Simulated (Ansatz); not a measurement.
# ZnCd3Se3S: the cost of one run

Method: DFT PBE, scalar-relativistic, plane waves, PAW, unless a step names another level, in Ansatz 0.2.0.

1 further run of the same task is left out (it didn't finish).

### Step 1. The system as given

It takes space group R3m (No. 160, trigonal). The conventional cell has a = 8.511 Å, b = 8.511 Å, c = 10.376 Å, α = 90.00°, β = 90.00°, γ = 120.00°. Zn (site symmetry 3m) is surrounded by 1 S at 2.39 Å and 3 Se at 2.50 Å. Cd (site symmetry m) has 1 S at 2.59 Å and 3 Se at 2.66 to 2.67 Å as nearest neighbours. Se (site symmetry m) is surrounded by 1 Zn at 2.50 Å and 3 Cd at 2.66 to 2.67 Å. S (site symmetry 3m) is surrounded by 1 Zn at 2.39 Å and 3 Cd at 2.59 Å.

Coordinates:

```cif
data_structure
_symmetry_space_group_name_H-M 'R3m:H'
_symmetry_Int_Tables_number 160
_cell_length_a 8.5113
_cell_length_b 8.5113
_cell_length_c 10.3759
_cell_angle_alpha 90.000
_cell_angle_beta 90.000
_cell_angle_gamma 120.000
_cell_volume 650.95
loop_
_atom_site_label
_atom_site_type_symbol
_atom_site_symmetry_multiplicity
_atom_site_Wyckoff_symbol
_atom_site_fract_x
_atom_site_fract_y
_atom_site_fract_z
_atom_site_occupancy
Zn1 Zn 3 a 0.00000 0.00000 0.99192 1
Cd1 Cd 9 b 0.83681 0.16319 0.66965 1
Se1 Se 9 b 0.82502 0.17498 0.41247 1
S1 S 3 a 0.00000 0.00000 0.76173 1
```

It came out lowest among 26 distinct ends of the trial cells. At a tolerance of 0.02 Å it has space group R3m (No. 160).

### Step 2. Relaxing to 0.001 eV/Å, on the response runs' mesh and smearing

File input.yaml:

```yaml
crystal:
  lattice:
    - [4.2556492696, 2.4570002514, 3.4586335721]
    - [-4.2556492696, 2.4570002514, 3.4586335721]
    - [0.0, -4.9140005027, 3.4586335721]
  atoms:
    - { symbol: Zn, position: [0.9919249944, 0.9919249944, 0.9919249944] }
    - { symbol: Cd, position: [0.5064592031, 0.9960357053, 0.5064592031] }
    - { symbol: Cd, position: [0.9960357053, 0.5064592031, 0.5064592031] }
    - { symbol: Cd, position: [0.5064592031, 0.5064592031, 0.9960357053] }
    - { symbol: Se, position: [0.2374936694, 0.7624224457, 0.2374936694] }
    - { symbol: Se, position: [0.7624224457, 0.2374936694, 0.2374936694] }
    - { symbol: Se, position: [0.2374936694, 0.2374936694, 0.7624224457] }
    - { symbol: S, position: [0.7617311096, 0.7617311096, 0.7617311096] }
basis:
  ecutwfc: 420
kpoints:
  mp_grid: { grid: [6, 6, 6] }
hamiltonian:
  xc: pbe
scf:
  occupations: { method: fixed }
output:
  forces: true
  stress: true
  eigenvalues: true
  write_density: true
  write_potential: true
  elf: true
  volumetric_format: npy
relax:
  adjacent_minimum: "off"
  f_tol: 0.001
  max_steps: 60
  cell: { stress_tol: 0.01 }
```

Run with:

```bash
ansatz run input.yaml --threads 3 --pin off --max-ram 7680MiB --backend cpu --events-out ev --progress --plain --runs-dir out
```

Q: Estimate wall time and peak memory on 3 threads of Intel Xeon Platinum 8259CL at 2.50GHz (Skylake/Cascade Lake), shared host.

About 66 s, with a peak of 0.92 GiB.
